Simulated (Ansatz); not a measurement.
**BrH2InO2: a ladder of functionals and wavefunction methods**

How much do the methods differ for BrH2InO2? The plan is to run it at one geometry with functionals of several rungs and with coupled cluster. The yardstick is the atomisation energy at the CCSD(T) limit.

Method: functionals in def2-TZVPP, the program's frozen cores in correlated methods; program: Ansatz 0.2.0, Gaussian basis.

The runs, in order: LDA (SPW92), PBE-D4, revPBE-D4, BLYP-D4, r2SCAN-D4, B97M-V, PBE0-D4, B3LYP-D4, r2SCANh-D4, r2SCAN0-D4, HSE06-D4, BHLYP-D4, CAM-B3LYP-D4, LC-ωPBE, ωB97X-V, ωB97M-V, B2PLYP, PBE-QIDH; CCSD(T)/def2-SVP; CCSD(T)/def2-TZVPP; MP2/def2-QZVPP; extrapolation to the limit; RPA on PBE.

## 1. The geometry

An earlier PBE0-D4 in a triple-zeta def2 set relaxation fixed the geometry. In takes the def2 core potential; no spin-orbit term is included.

SMILES `[OH][In]([OH])[Br]`, 6 atoms, charge 0, spin multiplicity 1.

Atoms are counted from 1 here; the program's logs count them from 0.

Bond lengths: O1–In2 1.974 Å, O1–H5 0.961 Å, In2–O3 1.974 Å, In2–Br4 2.428 Å, O3–H6 0.961 Å. Angles: In2–O1–H5 112.8°, O1–In2–O3 121.8°, O1–In2–Br4 119.1°, O3–In2–Br4 119.1°, In2–O3–H6 112.8°.

Coordinates:

```
O    -1.06855    1.30611   -0.50678
In   -0.26767   -0.46497   -0.16406
O     1.48556   -0.66073    0.72106
Br   -1.47249   -2.45803   -0.85036
H    -0.51382    2.03071   -0.20605
H     1.87896    0.18270    0.95999
```

## 2. LDA

This LDA is Slater exchange with PW92 correlation.

Contents of in.yaml:

```yaml
crystal:
  periodic: [false, false, false]
  atoms:
    - {symbol: O, position_ang: [-1.068550, 1.306113, -0.506780]}
    - {symbol: In, position_ang: [-0.267668, -0.464965, -0.164058]}
    - {symbol: O, position_ang: [1.485561, -0.660731, 0.721059]}
    - {symbol: Br, position_ang: [-1.472485, -2.458034, -0.850356]}
    - {symbol: H, position_ang: [-0.513817, 2.030715, -0.206052]}
    - {symbol: H, position_ang: [1.878959, 0.182703, 0.959987]}
basis:
  gaussian: {orbitals: def2-TZVPP}
hamiltonian: {xc: lda}
output: {orbitals: {seedname: orbitals}}
```

The runs that follow: PBE-D4 (GGA); revPBE-D4 (GGA); BLYP-D4 (GGA); r2SCAN-D4 (meta-GGA); B97M-V (meta-GGA); PBE0-D4 (hybrid); B3LYP-D4 (hybrid); r2SCANh-D4 (hybrid); r2SCAN0-D4 (hybrid); HSE06-D4 (hybrid); BHLYP-D4 (hybrid); CAM-B3LYP-D4 (range-separated); LC-ωPBE-D4 (range-separated); ωB97X-V (range-separated); ωB97M-V (range-separated); B2PLYP (double hybrid); PBE-QIDH (double hybrid); CCSD(T) in def2-SVP; CCSD(T) in def2-TZVPP; MP2 in def2-QZVPP; RPA on PBE orbitals.

Before running them: what should the planned runs give, taken together? Wanted: atomisation energy, CCSD(T)/CBS; farthest beyond LDA; mean size of error, GGA; mean size of error, meta-GGA; mean size of error, hybrid; mean size of error, range-separated; mean size of error, double hybrid; gap, smallest and largest; T1 diagnostic.

The runs gave:

| quantity | value |
| --- | --- |
| atomisation energy, CCSD(T)/CBS | 1859.3 kJ/mol |
| functionals within 18.6 kJ/mol (1.0 %) | PBE-D4 |
| farthest beyond LDA | BHLYP-D4 (-170.5 kJ/mol) |
| mean size of error, GGA | 44.4 kJ/mol |
| mean size of error, meta-GGA | 39.9 kJ/mol |
| mean size of error, hybrid | 92.1 kJ/mol |
| mean size of error, range-separated | 44.7 kJ/mol |
| mean size of error, double hybrid | 72.5 kJ/mol |
| gap, smallest and largest | 3.92 eV (BLYP-D4), 11.24 eV (LC-ωPBE) |
| T1 diagnostic | 0.0143 |
| triples share of the correlation energy | 3.4 % |

**Reading.** The LDA atomisation energy is off by 295.9 kJ/mol (16 %): it overbinds. PBE-D4 is off by -0.5 kJ/mol. Double hybrids carry the basis error of their MP2 part in triple zeta, and no dispersion term here, so their miss is partly the set-up's. Taken by rung, meta-GGA functionals do best (39.9 kJ/mol on average) and hybrid ones worst beyond LDA (92.1 kJ/mol). The gap between the best rungs is small, so their order is not settled. The mean of the hybrids holds BHLYP, with half exact exchange. Misses under about 18.6 kJ/mol are within the doubt on the reference itself, which lacks core-valence correlation, spin-orbit coupling and higher excitations, and its outer-core shells are covered unevenly. All levels share the lack of spin-orbit coupling, which lowers the free heavy atoms and so the true binding. Hartree-Fock recovers 62 % of the binding; the rest is correlation. CCSD(T) in def2-SVP is off by -208.4 kJ/mol, which most functionals beat. Orbital gaps span 3.9 to 11.2 eV; exact exchange widens them. Correlated methods include outer-core shells of Br, In, which these sets cover unevenly.
